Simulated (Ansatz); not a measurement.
# BrH3Si: the cost of one run

Program: Ansatz 0.2.0, Gaussian basis. Level of theory: cc-pVTZ, core rule «outside noble gas», up to 19 orbitals frozen. These are calculated values, not measurements.

The runs, in order: UHF; CCSD(T) on RHF; CCSD(T) on UHF; BCCD(T) on RHF; CCSDT(Q) on RHF; CASSCF and NEVPT2, 2 electrons in 2 orbitals; CASSCF and NEVPT2, 14 electrons in 11 orbitals.

### Step 1. The system

The geometry derives from fragments relaxed apart (PBE0/def2-TZVP) and kept rigid, so it is no stationary point. A hydrogen atom is moved between rigid fragments. No spin-orbit coupling is included. The filled d shell of Br may be among the frozen orbitals whatever the setting's name suggests; the logs give the count.

5 atoms, charge 0, spin multiplicity 1.

Atoms are counted from 1 here; the program's logs count them from 0.

Bond lengths: H2–Si3 1.658 Å, Si3–H4 1.526 Å, Si3–H5 1.526 Å. Angles: H2–Si3–H4 113.7°, H2–Si3–H5 113.7°, H4–Si3–H5 91.2°.

### Step 2. UHF

The input, in.yaml:

```yaml
crystal:
  periodic: [false, false, false]
  atoms:
    - {symbol: Br, position_ang: [-1.011058, 0.015876, 0.000000]}
    - {symbol: H, position_ang: [0.952942, 0.015876, 0.000000]}
    - {symbol: Si, position_ang: [2.610942, 0.015876, 0.000000]}
    - {symbol: H, position_ang: [3.223123, -0.858408, 1.090012]}
    - {symbol: H, position_ang: [3.223123, -0.858408, -1.090012]}
basis:
  gaussian: {orbitals: cc-pVTZ}
magnetization: {spin_polarized: true, initial_magnetization: 0}
hamiltonian: {xc: hf}
output: {orbitals: {seedname: orbitals}}
```

Run with:

```sh
$ ansatz run in.yaml --threads 1 --pin off --events-out ev --progress --plain --max-ram 2816MiB --backend cpu
```

**Question.** How long does this run take on 1 thread of AMD EPYC 7R13, shared host, and how much memory does it need?

About 13 s, with a peak of 0.41 GiB.
